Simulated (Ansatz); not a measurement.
Run this with the Ansatz DFT code, driven from Python and show what comes out.

`sn.cif`
```cif
data_Sn
_cell_length_a 3.281633
_cell_length_b 3.281633
_cell_length_c 3.281633
_cell_angle_alpha 109.47122
_cell_angle_beta 109.47122
_cell_angle_gamma 109.47122
_symmetry_space_group_name_H-M 'P 1'
_symmetry_Int_Tables_number 1
loop_
_symmetry_equiv_pos_as_xyz
'x, y, z'
loop_
_atom_site_label
_atom_site_type_symbol
_atom_site_fract_x
_atom_site_fract_y
_atom_site_fract_z
Sn1 Sn    0.000000    0.000000    0.000000
```

`run_pdos.py`:
```python
# -*- coding: utf-8 -*-
"""Which atoms and shells make the states of Sn."""

import warnings

import ansatz as az
from ase.io import read
import numpy as np

OCCUPATIONS = "fermi_dirac"
SIGMA = 0.1
CUTOFF = 470
FUNCTIONAL = "pbesol"
EXTRA_BANDS = 8

warnings.simplefilter("ignore", az.DeckWarning)

atoms = read("sn.cif")
cell = az.Crystal.from_ase(atoms)

job = (
    cell.calculation()
    .kpoints(10, center="gamma")
    .occupations(OCCUPATIONS, width=SIGMA)
    .basis(CUTOFF)
    .functional(FUNCTIONAL)
    .scf(extra_bands=EXTRA_BANDS)
    .density_of_states(projected=True, method="smearing", broadening_width=0.15, energy_step=0.1)
)
history = []
result = job.session().plan().execute(on_event=lambda event: history.append(event["data"]["dr2_ev"]) if event["event"] == "scf_iter" else None)
summary = result.report
print("density residual by iteration (eV):", " ".join(f"{value:.1e}" for value in history[:40]))

dos = result.density_of_states()
energy = np.asarray(dos.energies_ev) - dos.fermi_ev
curves = {}
for site in result.projected_density_of_states().sites:
    for shell in site.shells:
        weight = sum(np.sum(curve.g_bin_mean_per_ev, axis=0) for curve in shell.curves)
        name = f"{site.species} {shell.label}"
        curves[name] = curves.get(name, 0) + weight

step = energy[1] - energy[0]
windows = [(-8, -4), (-4, 0), (0, 6)]
print("states by shell in windows of E - E_F (eV):", windows)
for name, g in curves.items():
    print(f"{name:8s}", " ".join(f"{step * g[(energy >= a) & (energy < b)].sum():8.3f}" for a, b in windows))
filled = (energy < 0) & (energy > -8)
for name, g in curves.items():
    if g[filled].sum() * step > 0.5:
        print(f"centre of {name}: {np.average(energy[filled], weights=g[filled]):.2f} eV")
```

```console
$ python run_pdos.py
density residual by iteration (eV): 9.8e-04 3.1e-04 1.5e-05 4.0e-06 1.8e-06 1.8e-07 6.0e-09
states by shell in windows of E - E_F (eV): [(-8, -4), (-4, 0), (0, 6)]
Sn 5S       0.983    0.312    0.267
Sn 5P       0.375    1.652    3.237
Sn 4D       0.003    0.005    0.005
centre of Sn 5S: -5.19 eV
centre of Sn 5P: -2.64 eV
```

The mesh is modest for a metal, so energies can be off by several to tens of meV an atom and pressures by half a GPa or more; differences at equal mesh fare better. This isn't the structure that Sn takes at ambient conditions. Curves are summed over the cell's atoms. Only shells that the potentials hold have channels, so projections don't add up to the total, least of all where a shell is missing (p of most metals); heights and places of peaks move with the mesh. The density of states is complete only as far up as bands were computed. A band centre counts only the states inside the window taken. Run time: 2.2 s on 1 thread of Arm Neoverse V1, on a shared host, peak memory 0.39 GiB.
